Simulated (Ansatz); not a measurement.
## CH3Cl2FSi, SMILES F[SiH2]C(Cl)Cl: a rigid torsion scan

Computed with the Ansatz DFT code, driven from Python.

`torsion.py`:
```python
'''Energy of CH3Cl2FSi as one group turns about a bond.'''

import warnings

import ansatz as az
from ase import Atoms

warnings.simplefilter('ignore', az.DeckWarning)

atoms = Atoms(['F', 'Si', 'C', 'Cl', 'Cl', 'H', 'H', 'H'], positions=[
    (1.5438, 0.1937, 1.3514),
    (0.9074, -0.1255, -0.0874),
    (-0.9189, 0.0829, -0.0743),
    (-1.3555, 1.7598, 0.3303),
    (-1.669, -1.0352, 1.0891),
    (1.2942, -1.5125, -0.4676),
    (1.5504, 0.7712, -1.0875),
    (-1.3524, -0.1344, -1.054),
])

# start the scan from a relaxed geometry
first = az.Crystal.molecule_from_ase(atoms).calculation()
first = first.basis(gaussian='6-31G*')
first = first.functional('PBE0')
first = first.relax(force_tolerance=0.02, max_steps=80)
atoms.positions = first.run(threads=1, backend='cpu').report['positions_ang']

start = atoms.get_dihedral(3, 2, 1, 0)
energies = {}
for turn in range(0, 360, 30):
    turned = atoms.copy()
    turned.set_dihedral(3, 2, 1, 0, start + turn, indices=[0, 1, 5, 6])
    job = (
        az.Crystal.molecule_from_ase(turned).calculation()
        .basis(gaussian='6-31G*')
        .functional('PBE0')
    )
    energies[round((start + turn) % 360)] = job.run(threads=1, backend='cpu').report['free_energy_ev']
floor = min(energies.values())
print('dihedral Cl3-C2-Si1-F0 (deg)   E - E(min) (kJ/mol)')
for angle, e in sorted(energies.items()):
    print(f'{angle:8d} {96.485332 * (e - floor):14.3f}  ' + '#' * int(30 * (e - floor) / max(max(energies.values()) - floor, 1e-9)))
```

```console
$ python torsion.py
dihedral Cl3-C2-Si1-F0 (deg)   E - E(min) (kJ/mol)
       2         11.958  ##############################
      32          8.407  #####################
      62          4.465  ###########
      92          8.407  #####################
     122         11.958  #############################
     152          5.648  ##############
     182          0.000
     212          3.907  #########
     242          8.805  ######################
     272          3.906  #########
     302          0.000
     332          5.648  ##############
```

The scan is rigid and the energies are electronic, in a modest basis. With rigid groups the curve can differ much from the relaxed path, the start wasn't checked as a minimum of this torsion, and equivalent turns needn't return to the same energy. Finished in 82 s on 1 thread of Intel(R) Xeon(R) Processor @ 2.30GHz, on a shared host, peak memory 0.32 GiB.
